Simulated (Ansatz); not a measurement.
# NbB2: the cost of one run

Method: DFT PBEsol, scalar-relativistic, plane waves, PAW, in Ansatz 0.2.0.

The COD entry's cell or inner coordinates are ideal or old and differ from later refinements, so a difference from it is no clean test against experiment.

2 further runs of the same task are left out: 2 that didn't finish.

## (1) The system as given

Symmetry: P6/mmm, No. 191, hexagonal system. Conventional cell: a = 3.086 Å, b = 3.086 Å, c = 3.306 Å, α = 90.00°, β = 90.00°, γ = 120.00°. Around Nb (site symmetry 6/mmm) lie 12 B at 2.43 Å. B (site symmetry -6m2) has 3 B at 1.78 Å and 6 Nb at 2.43 Å as nearest neighbours.

Coordinates:

```cif
data_structure
_symmetry_space_group_name_H-M 'P6/mmm'
_symmetry_Int_Tables_number 191
_cell_length_a 3.0860
_cell_length_b 3.0860
_cell_length_c 3.3060
_cell_angle_alpha 90.000
_cell_angle_beta 90.000
_cell_angle_gamma 120.000
_cell_volume 27.27
loop_
_atom_site_label
_atom_site_type_symbol
_atom_site_symmetry_multiplicity
_atom_site_Wyckoff_symbol
_atom_site_fract_x
_atom_site_fract_y
_atom_site_fract_z
_atom_site_occupancy
Nb1 Nb 1 a 0.00000 0.00000 0.00000 1
B1 B 2 d 0.33333 0.66667 0.50000 1
```

The structure comes from the Crystallography Open Database.

(A quick probe on a coarse mesh, which set the mesh and smearing, is not shown.)

## (3) The relaxation

Contents of input.yaml:

```yaml
crystal:
  lattice:
    - [3.086, 0.0, 0.0]
    - [-1.543, 2.6725543961, 0.0]
    - [0.0, 0.0, 3.306]
  atoms:
    - { symbol: Nb, position: [0.0, 0.0, 0.0] }
    - { symbol: B, position: [0.3333333333, 0.6666666667, 0.5] }
    - { symbol: B, position: [0.6666666667, 0.3333333333, 0.5] }
basis:
  ecutwfc: 420
kpoints:
  mp_grid: { grid: [18, 18, 12] }
hamiltonian:
  xc: pbesol
scf:
  occupations: { method: gaussian, width: 0.1 }
output:
  forces: true
  stress: true
  eigenvalues: true
  write_density: true
  write_potential: true
  elf: true
  volumetric_format: npy
relax:
  adjacent_minimum: "off"
  f_tol: 0.005
  max_steps: 80
  cell: { stress_tol: 0.05 }
```

Launch:

```
ansatz run input.yaml --threads 1 --pin off --max-ram 4096MiB --backend cpu --events-out ev --progress --plain --runs-dir out
```

What time and memory should one allow on 1 thread of Arm Neoverse V2, shared host?

About 22 s, with a peak of 0.39 GiB.
